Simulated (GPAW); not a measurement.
# TiCoN2 (P6_3/mmc) in GPAW: band structure with PBE

Aim: the band structure of TiCoN2 with PBE.

Everything below comes from runs of GPAW 26.7.0. Logs are shortened: lines on timing, memory, paths and dates and some standing lists are left out, and cuts for length are marked. The log counts tension as positive stress, the text compression.

## 1. The crystal as given

The structure is hexagonal, space group P6_3/mmc (No. 194). The conventional cell has a = 2.947 Å, b = 2.947 Å, c = 9.420 Å, α = 90.00°, β = 90.00°, γ = 120.00°. Co (site symmetry -3m) is surrounded by 6 N at 2.03 Å. Ti (site symmetry -6m2) is surrounded by 6 N at 2.11 Å. Around N (site symmetry 3m) lie 3 Co at 2.03 Å and 3 Ti at 2.11 Å.

The cell comes from a database or a generator and needn't be the stable form of this composition.

## 2. Band structure, PBE, collinear spin, ferromagnetic start

Contents of run.py:

```python
from ase import Atoms
from ase.dft.bandgap import bandgap
from ase.io import write
from ase.units import GPa
from gpaw import GPAW, PW

atoms = Atoms(['Co', 'Co', 'Ti', 'Ti', 'N', 'N', 'N', 'N'],
              cell=[[2.9468691999, 0.0, 0.0],
                    [-1.4734345999, 2.5520635887, 0.0],
                    [0.0, 0.0, 9.420236]],
              scaled_positions=[[0.0, 0.0, 0.5],
                                [0.0, 0.0, 0.0],
                                [0.3333333333, 0.6666666667, 0.75],
                                [0.6666666667, 0.3333333333, 0.25],
                                [0.6666666667, 0.3333333333, 0.616725],
                                [0.3333333333, 0.6666666667, 0.383275],
                                [0.3333333333, 0.6666666667, 0.116725],
                                [0.6666666667, 0.3333333333, 0.883275]],
              pbc=True)
atoms.set_initial_magnetic_moments([2.0, 2.0, 1.0, 1.0, 0.0, 0.0, 0.0, 0.0])

calc = GPAW(mode=PW(800),
            xc='PBE',
            kpts={'size': (7, 7, 2), 'gamma': True},
            occupations={'name': 'fermi-dirac', 'width': 0.05},
            nbands=57,
            convergence={'density': 1e-05, 'energy': 1e-05},
            maxiter=150,
            txt='gpaw.txt')
atoms.calc = calc
energy = atoms.get_potential_energy()
forces = atoms.get_forces()
stress = atoms.get_stress()
calc.write('gs.gpw')
write('result.traj', atoms)
print(f'Energy: {energy:.6f} eV')
print('Forces (eV/A):')
print(forces.round(4))
print('Stress (GPa):', (stress / GPa).round(3))
print('Moments:', calc.get_magnetic_moments().round(3))
print('Fermi level:', round(calc.get_fermi_level(), 4), 'eV')
print(f'Gap: {bandgap(calc)[0]:.4f} eV, direct: {bandgap(calc, direct=True)[0]:.4f} eV')

path = atoms.cell.bandpath('GMKGALHA,LM,KH', npoints=60, eps=1e-4)
bs_calc = calc.fixed_density(kpts=path, symmetry='off', nbands=79,
                             convergence={'bands': 'CBM+6.0', 'eigenstates': 1e-6}, txt='bands.txt')
bs = bs_calc.band_structure()
bs.write('bs.json')
print(f'Gap on the path: {bandgap(bs_calc)[0]:.4f} eV')
```

Potentials or basis: GPAW PAW data sets (gpaw-data 1.2.1), pw.

The run is started by

```sh
OMP_NUM_THREADS=1 python run.py
```

gpaw.txt:

```text
__  _  _
 | _ |_)|_||  |
 |__||  | ||/\| - 26.7.0

Input parameters:
  mode=PW(ecut=800.0),
  convergence={'density': 1e-05, 'energy': 1e-05},
  kpts=MonkhorstPack(size=(7, 7, 2), gamma=True),
  maxiter=150,
  nbands=57,
  occupations=Occupations(name='fermi-dirac', width=0.05),
  xc=XC(name='PBE')

Diagonalizing LCAO Hamiltonian
Converting LCAO to pw mode

           N
        Ti

           N

       Co
        N

           Ti
        N

       Co

Atoms  # Å, Bohr magnetons
|   | symbol |         x |        y |        z |    initial magnetic moments |
|---|--------|-----------|----------|----------|-----------------------------|
| 0 |     Co |  0.000000 | 0.000000 | 4.710118 | ( 0.0000,  0.0000,  2.0000) |
| 1 |     Co |  0.000000 | 0.000000 | 0.000000 | ( 0.0000,  0.0000,  2.0000) |
| 2 |     Ti | -0.000000 | 1.701376 | 7.065177 | ( 0.0000,  0.0000,  1.0000) |
| 3 |     Ti |  1.473435 | 0.850688 | 2.355059 | ( 0.0000,  0.0000,  1.0000) |
| 4 |      N |  1.473435 | 0.850688 | 5.809695 | ( 0.0000,  0.0000,  0.0000) |
| 5 |      N | -0.000000 | 1.701376 | 3.610541 | ( 0.0000,  0.0000,  0.0000) |
| 6 |      N | -0.000000 | 1.701376 | 1.099577 | ( 0.0000,  0.0000,  0.0000) |
| 7 |      N |  1.473435 | 0.850688 | 8.320659 | ( 0.0000,  0.0000,  0.0000) |

Unit cell  # Å
| periodic |         x |        y |        z |  lengths |     angles |
|----------|-----------|----------|----------|----------|------------|
|      yes |  2.946869 | 0.000000 | 0.000000 | 2.946869 |  90.000000 |
|      yes | -1.473435 | 2.552064 | 0.000000 | 2.946869 |  90.000000 |
|      yes |  0.000000 | 0.000000 | 9.420236 | 9.420236 | 120.000000 |

Number of symmetries: 12
Symmetry operations  # r_c * U_cc + t_c -> r_c
|    | kind |            matrix            |
|----|------|------------------------------|
|  0 |  σ   |  1, 1, 0,  0,-1, 0,  0, 0, 1 |
|  1 |  S6  |  1, 1, 0, -1, 0, 0,  0, 0,-1 |
|  2 |  E   |  1, 0, 0,  0, 1, 0,  0, 0, 1 |
|  3 |  C2  |  1, 0, 0, -1,-1, 0,  0, 0,-1 |
|  4 |  C2  |  0, 1, 0,  1, 0, 0,  0, 0,-1 |
|  5 |  C3  |  0, 1, 0, -1,-1, 0,  0, 0, 1 |
|  6 |  S6  |  0,-1, 0,  1, 1, 0,  0, 0,-1 |
|  7 |  σ   |  0,-1, 0, -1, 0, 0,  0, 0, 1 |
|  8 |  σ   | -1, 0, 0,  1, 1, 0,  0, 0, 1 |
|  9 |  i   | -1, 0, 0,  0,-1, 0,  0, 0,-1 |
| 10 |  C3  | -1,-1, 0,  1, 0, 0,  0, 0, 1 |
| 11 |  C2  | -1,-1, 0,  0, 1, 0,  0, 0,-1 |

BZ-sampling:
  Number of BZ points: 98
  Number of IBZ points: 16

  Monkhorst-Pack size: [7, 7, 2]
  Monkhorst-Pack shift: [0.0, 0.0, 0.25]

K-points  # in reciprocal-cell coordinates
|     |                                coordinates |     weight |
|-----|--------------------------------------------|------------|
|   0 | (  0.00000000,   0.00000000,   0.00000000) | 0.01020408 |
[... 140 lines left out ...]
- Maximum integral of absolute [dens]ity change: 1e-05 electrons / valence electron
- Maximum [total energy] change in last 3 cyles: 1e-05 eV / valence electron
- Maximum integral of absolute [eigenst]ate change: 4e-08 eV^2 / valence electron
maximum number of iterations: 150

SCF iterations
|iter     | |      energy | eigst |  dens |  magmom |
|---------|-|-------------|-------|-------|---------|
|iter:   1| |  -72.616174 | +0.35 |       |  +6.0076|
|iter:   2| |  -70.328694 | -1.41 | -0.77 |  +5.8887|
|iter:   3| |  -71.444331 | -0.57 | -0.84 |  +5.2184|
|iter:   4| |  -67.250290 | -1.45 | -0.83 |  +5.0054|
|iter:   5| |  -67.269812 | -2.16 | -1.09 |  +4.2772|
|iter:   6| |  -77.098485 | -1.39 | -1.27 |  +3.6354|
|iter:   7| |  -68.144133 | -1.28 | -0.72 |  +3.4850|
|iter:   8| |  -67.918264 | -1.95 | -1.14 |  +2.6292|
|iter:   9| |  -67.612363 | -2.26 | -1.35 |  +2.3664|
|iter:  10| |  -67.646946 | -2.68 | -1.66 |  +1.7045|
|iter:  11| |  -67.686470 | -2.68 | -1.81 |  +0.9855|
|iter:  12| |  -67.683439 | -3.20 | -1.83 |  +1.0266|
|iter:  13| |  -67.703906 | -3.61 | -2.21 |  +0.6577|
|iter:  14| |  -67.710789 | -3.52 | -2.22 |  +0.4182|
|iter:  15| |  -67.712773 | -4.24 | -2.56 |  +0.3324|
|iter:  16| |  -67.713978 | -4.25 | -2.77 |  +0.2226|
|iter:  17| |  -67.715663 | -4.46 | -2.89 |  +0.1789|
|iter:  18| |  -67.714489 | -4.62 | -2.60 |  +0.1697|
|iter:  19| |  -67.714363 | -5.05 | -2.94 |  +0.1367|
|iter:  20| |  -67.714533c| -5.25 | -3.07 |  +0.0822|
|iter:  21| |  -67.714660c| -5.41 | -3.36 |  +0.0615|
|iter:  22| |  -67.714713c| -5.47 | -3.60 |  +0.0343|
|iter:  23| |  -67.714718c| -6.07 | -3.86 |  +0.0188|
|iter:  24| |  -67.714727c| -6.59 | -3.93 |  +0.0110|
|iter:  25| |  -67.714725c| -6.59 | -4.15 |  -0.0001|
|iter:  26| |  -67.714726c| -7.71c| -4.83 |  -0.0001|
|iter:  27| |  -67.714725c| -7.49c| -5.07c|  +0.0009|

Converged in 27 steps
Energy contributions relative to reference atoms: (reference = -128180.334392)

Energy contributions:
  Kinetic:          68.653149
  Coulomb:         -66.107434
  Zero:              0.337992
  External:          0.000000
  Xc:              -70.574517
  Entropy:          -0.047829
  Spinorbit:         0.000000
  ----------------------------
  Free energy:     -67.738640
  Extrapolated:    -67.714725

dipole moment: (-7.927627, -13.731054, -25.342205)  # |e|*Ang

Total magnetic moment: (0.000000, 0.000000, 0.000949)

Local magnetic moments
|        x |        y |         z |
|----------|----------|-----------|
| 0.000000 | 0.000000 |  0.000477 |  # Co   0
| 0.000000 | 0.000000 |  0.000078 |  # Co   1
| 0.000000 | 0.000000 |  0.000233 |  # Ti   2
| 0.000000 | 0.000000 |  0.000233 |  # Ti   3
| 0.000000 | 0.000000 | -0.000027 |  # N    4
| 0.000000 | 0.000000 | -0.000027 |  # N    5
| 0.000000 | 0.000000 | -0.000024 |  # N    6
| 0.000000 | 0.000000 | -0.000024 |  # N    7

Fermi level: 11.807
Eigenvalues  # (at kpt = [0.000, 0.000, 0.000])
| band index |      eig [eV] | occ [0-1] |      eig [eV] | occ [0-1] |
|------------|---------------|-----------|---------------|-----------|
|          0 |       -45.704 |     1.000 |       -45.703 |     1.000 |
|        ... |               |           |               |           |
|         24 |         9.828 |     1.000 |         9.828 |     1.000 |
|         25 |         9.833 |     1.000 |         9.834 |     1.000 |
|         26 |         9.836 |     1.000 |         9.836 |     1.000 |
|         27 |         9.969 |     1.000 |         9.969 |     1.000 |
|         28 |        11.057 |     1.000 |        11.057 |     1.000 |
|         29 |        11.230 |     1.000 |        11.230 |     1.000 |
[... 8 lines left out ...]
|         38 |        14.423 |     0.000 |        14.423 |     0.000 |
|         39 |        14.423 |     0.000 |        14.423 |     0.000 |
|        ... |               |           |               |           |
|         56 |        29.487 |     0.000 |        29.487 |     0.000 |

No gap
No difference between direct/indirect transitions

Forces  # eV/Ang
|        x |        y |        z |
|----------|----------|----------|
| -0.00000 |  0.00000 |  0.00000 |  # Co   0
|  0.00000 | -0.00000 |  0.00000 |  # Co   1
| -0.00000 | -0.00000 | -0.00012 |  # Ti   2
|  0.00000 |  0.00000 |  0.00012 |  # Ti   3
| -0.00000 | -0.00000 | -0.07662 |  # N    4
|  0.00000 |  0.00000 |  0.07662 |  # N    5
|  0.00000 |  0.00000 | -0.07617 |  # N    6
|  0.00000 | -0.00000 |  0.07617 |  # N    7

Stress tensor  # eV/Ang^3
|         x |         y |        z |
|-----------|-----------|----------|
|  0.010883 | -0.000000 | 0.000000 |
| -0.000000 |  0.010883 | 0.000000 |
|  0.000000 |  0.000000 | 0.002996 |

# Writing to gs.gpw (mode='')
```

Run time: 13 min. Hardware: 1 thread of Arm Neoverse V1, shared host; peak memory 1 GiB.

What came out:

| Quantity | Value |
| --- | --- |
| Free energy | -67.7386 eV |
| Pressure | -1.3 GPa |
| Largest force | 0.077 eV/Å |
| Band gap along the path | none (metal or under the smearing width) |
| Net moment | 0.00 μB per cell |

Forces in eV/Å, atoms in the order of the input:
```
Co   0.000  0.000  0.000
Co   0.000  0.000  0.000
Ti   0.000  0.000  0.000
Ti   0.000  0.000  0.000
N    0.000  0.000 -0.077
N    0.000  0.000  0.077
N    0.000  0.000 -0.076
N    0.000  0.000  0.076
```

Levels at the corners of the path, in eV from the Fermi level:
Spin up:
| point | band 26 | band 27 | band 28 | band 29 | band 30 | band 31 | band 32 | band 33 | band 34 | band 35 |
| --- | --- | --- | --- | --- | --- | --- | --- | --- | --- | --- |
| Γ | -1.97 | -1.97 | -1.84 | -0.75 | -0.58 | -0.56 | -0.55 | 0.16 | 0.16 | 1.05 |
| M | -1.74 | -1.20 | -1.18 | -0.93 | -0.79 | 0.03 | 0.06 | 0.47 | 0.92 | 1.34 |
| K | -1.49 | -1.06 | -1.06 | -0.66 | -0.66 | 0.37 | 0.47 | 0.68 | 0.68 | 1.24 |
| Γ | -1.97 | -1.97 | -1.84 | -0.75 | -0.58 | -0.56 | -0.55 | 0.16 | 0.16 | 1.05 |
| A | -1.87 | -1.87 | -1.87 | -0.69 | -0.69 | -0.24 | -0.24 | -0.24 | -0.24 | 1.22 |
| L | -2.00 | -1.19 | -1.19 | -0.86 | -0.86 | 0.28 | 0.28 | 0.48 | 0.48 | 1.40 |
| H | -1.56 | -0.99 | -0.99 | -0.75 | -0.75 | 0.41 | 0.41 | 0.82 | 0.82 | 1.13 |
| A | -1.87 | -1.87 | -1.87 | -0.69 | -0.69 | -0.24 | -0.24 | -0.24 | -0.24 | 1.22 |
| L | -2.00 | -1.19 | -1.19 | -0.86 | -0.86 | 0.28 | 0.28 | 0.48 | 0.48 | 1.40 |
| M | -1.74 | -1.20 | -1.18 | -0.93 | -0.79 | 0.03 | 0.06 | 0.47 | 0.92 | 1.34 |
| K | -1.49 | -1.06 | -1.06 | -0.66 | -0.66 | 0.37 | 0.47 | 0.68 | 0.68 | 1.24 |
| H | -1.56 | -0.99 | -0.99 | -0.75 | -0.75 | 0.41 | 0.41 | 0.82 | 0.82 | 1.13 |
Spin down:
```csv
point,band 26,band 27,band 28,band 29,band 30,band 31,band 32,band 33,band 34,band 35
Γ,-1.97,-1.97,-1.84,-0.75,-0.58,-0.55,-0.55,0.16,0.16,1.05
M,-1.74,-1.20,-1.18,-0.93,-0.79,0.03,0.06,0.47,0.92,1.34
K,-1.49,-1.06,-1.06,-0.66,-0.66,0.37,0.47,0.68,0.68,1.24
Γ,-1.97,-1.97,-1.84,-0.75,-0.58,-0.55,-0.55,0.16,0.16,1.05
A,-1.87,-1.87,-1.87,-0.69,-0.69,-0.24,-0.24,-0.24,-0.24,1.22
L,-2.00,-1.19,-1.18,-0.86,-0.86,0.28,0.28,0.48,0.48,1.40
H,-1.56,-0.99,-0.99,-0.75,-0.75,0.41,0.41,0.82,0.82,1.13
A,-1.87,-1.87,-1.87,-0.69,-0.69,-0.24,-0.24,-0.24,-0.24,1.22
L,-2.00,-1.19,-1.18,-0.86,-0.86,0.28,0.28,0.48,0.48,1.40
M,-1.74,-1.20,-1.18,-0.93,-0.79,0.03,0.06,0.47,0.92,1.34
K,-1.49,-1.06,-1.06,-0.66,-0.66,0.37,0.47,0.68,0.68,1.24
H,-1.56,-0.99,-0.99,-0.75,-0.75,0.41,0.41,0.82,0.82,1.13
```

Caveat: the starting moments collapsed, and a magnetic state may lie lower.
